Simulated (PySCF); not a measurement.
# C2H2BCl2N: the cost of one run

The runs use PySCF 2.14.0, with density-fitted response routines of our own; the level of theory stands in each step. All values are computed, except where a source is named. Atoms are numbered from 0 throughout.

## (1) The starting structure

8 atoms, charge 0, multiplicity 1; geometry from: PBE0-D3(BJ)/def2-SVP.

Bonds of the start (Å): N0–C1 1.16, C1–C2 1.45, C2–B3 1.58, B3–Cl4 1.75, B3–Cl5 1.74, C2–H6 1.10, C2–H7 1.10.

## (2) Core holes by ΔSCF: SCAN, X2C

The job: settings as JSON, then the geometry in Å.

```
{"job": {"kind": "xps"}, "charge": 0, "multiplicity": 1}
N     -0.425302     2.242706     0.077036
C      0.107050     1.357143    -0.443097
C      0.776426     0.246167    -1.092968
B      2.162807    -0.197536    -0.479038
Cl     2.993330    -1.536220    -1.234059
Cl     2.870045     0.586741     0.898537
H      0.112863    -0.637347    -1.093536
H      0.937923     0.481476    -2.160054
```

With the program's defaults for keys left out, this is: delta-SCF UKS SCAN, pcX-2 on the ionised atom, pcseg-1 elsewhere, spin-free X2C.

Launch:

```sh
OMP_NUM_THREADS=1 python probes_run.py task.json out
```

This one command runs all jobs of the session in turn.

**Question.** How long does this first job take on 1 thread of Arm Neoverse N1, shared host, and how much memory does it need?

About 59 s, with a peak of 0.47 GiB.
